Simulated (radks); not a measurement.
# Taking charge from the 4d level of Xe²⁺ in fractions

The task here is to estimate one member of a computed series from the others.

The numbers are computed with radks (a radial shooting solver on a logarithmic mesh, Libxc functionals) version 1 (Dirac Kohn-Sham, LDA (Slater exchange, Perdew-Wang correlation), spin-unpolarised, spherical densities, finite nucleus; open shells are shared between the two j in proportion to 2j + 1), except any that are marked as measured or tabulated.

### Starting point

| Quantity | Value |
| --- | --- |
| element | xenon (Z = 54) |
| charge | +2 |
| electrons | 52 |
| configuration | [Kr] 4d10 5s2 5p4 |
| nuclear rms radius | 4.7859 fm |

The outer shells:

Xe²⁺
```
[Kr] core
4d [↑↓][↑↓][↑↓][↑↓][↑↓]
5s [↑↓]
5p [↑↓][↑ ][↑ ]
```

Set-up of the first run:

Settings of this run:

```text
Z 54
configuration [Kr] 4d10 5s2 5p4
relativity Dirac
functional lda,pw
spin unpolarised
j_filling average
nucleus finite rms 4.7859 fm
c 137.035999084
```

Steps of the session up to this table: Start: [Kr] 4d10 5s2 5p4.

One of the session's tables, all rows but one given; the rest of the session is left out.

It belongs to the step «Start: [Kr] 4d10 5s2 5p4». Radial moments (bohr):

| level | <r> | outermost maximum (interpolated) | 90 % within | nodes |
| --- | --- | --- | --- | --- |
| 4s1/2 | 0.7167 | 0.661 | 1.03 | 3 |
| 4p1/2 | 0.7456 | 0.677 | 1.09 | 2 |
| 4p3/2 | 0.7738 | 0.701 | 1.13 | 2 |
| 4d3/2 | 0.8691 | 0.743 | 1.32 | 1 |
| 4d5/2 | 0.8800 | 0.752 | 1.34 | 1 |
| 5s1/2 | ? | ? | ? | ? |
| 5p1/2 | 2.032 | 1.78 | 2.97 | 3 |
| 5p3/2 | 2.112 | 1.85 | 3.08 | 3 |

Estimate the missing values for 5s1/2.

As computed: <r>: 1.781; outermost maximum (interpolated): 1.59; 90 % within: 2.57; nodes: 4. In the column «<r>» it lies between 4d5/2 (0.8800) and 5p1/2 (2.032).
